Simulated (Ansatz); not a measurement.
# In3O: one candidate of a structure search

Where does this trial cell of In3O go when cell and atoms are let free?

Method: DFT PBE, scalar-relativistic, plane waves, PAW, in Ansatz 0.2.0.

### Step 1. The system as given

The structure is hexagonal, space group P6/mmm (No. 191). Conventional cell: a = 4.084 Å, b = 4.084 Å, c = 6.591 Å, α = 90.00°, β = 90.00°, γ = 120.00°. Around In (site symmetry -6m2) lie 3 In at 2.36 Å and 3 O at 2.36 Å. In (site symmetry 6/mmm) is surrounded by 2 O at 3.30 Å. O (site symmetry 6/mmm) has 8 In at 2.36 to 3.30 Å as nearest neighbours.

Structure file:

```cif
data_structure
_symmetry_space_group_name_H-M 'P 1'
_symmetry_Int_Tables_number 1
_cell_length_a 4.0836
_cell_length_b 4.0836
_cell_length_c 6.5906
_cell_angle_alpha 90.000
_cell_angle_beta 90.000
_cell_angle_gamma 120.000
_cell_volume 95.18
loop_
_atom_site_label
_atom_site_type_symbol
_atom_site_fract_x
_atom_site_fract_y
_atom_site_fract_z
_atom_site_occupancy
In1 In 0.33333 0.66667 0.00000 1
In2 In 0.66667 0.33333 0.00000 1
In3 In 0.00000 0.00000 0.50000 1
O1 O 0.00000 0.00000 0.00000 1
```

A structure generator made this guess: random cell by space group and Wyckoff sites (P6/mmm, No. 191). The dimensions are guesses.

### Step 2. Probe: one point on a coarse mesh

input.yaml

```yaml
crystal:
  lattice:
    - [4.08356058, 0.0, 0.0]
    - [-2.04178029, 3.5364672, 0.0]
    - [0.0, 0.0, 6.59063392]
  atoms:
    - { symbol: In, position: [0.33333333, 0.66666667, 0.0] }
    - { symbol: In, position: [0.66666667, 0.33333333, 0.0] }
    - { symbol: In, position: [0.0, 0.0, 0.5] }
    - { symbol: O, position: [0.0, 0.0, 0.0] }
basis:
  ecutwfc: 420
kpoints:
  mp_grid: { grid: [6, 6, 4] }
hamiltonian:
  xc: pbe
scf:
  occupations: { method: gaussian, width: 0.1 }
  lower_state_search: "off"
output:
  forces: true
  stress: true
  eigenvalues: true
```

Run with:

```console
ansatz run input.yaml --threads 1 --pin off --max-ram 2560MiB --backend cpu --events-out ev --progress --plain --runs-dir out
```

The session goes on with these runs: spin check on a coarse mesh; coarse relaxation; relaxation on the finer mesh.

**Question.** What will these runs give? Wanted: conventional cell; volume; energy over the elements; gap on the mesh.

The runs gave:

```
                                                              quantity                                                                       value
                                symmetry at the end (tolerance 0.05 Å)                                                space group P6/mmm (No. 191)
                                                     conventional cell  a = 5.318 Å, b = 5.318 Å, c = 4.273 Å, α = 90.00°, β = 90.00°, γ = 120.00°
                                                                volume                                                               26.17 Å³/atom
energy over the elements (uncorrected; H, N, O, F and Cl as molecules)                                                               -0.10 eV/atom
                                                       gap on the mesh                                                                none (metal)
```

**Reading.** The space group P6/mmm (No. 191) is kept, and the volume per atom grows by 10.0 % from the first guess. A negative formation energy is needed for stability but isn't enough; other structures and compounds were not set against it here. No finished test with a distortion of lower symmetry is shown, so the end may be a saddle point. A spin-polarised run here lost its starting moments, which speaks against magnetism, though one start doesn't rule it out. Other magnetic orders were not searched.
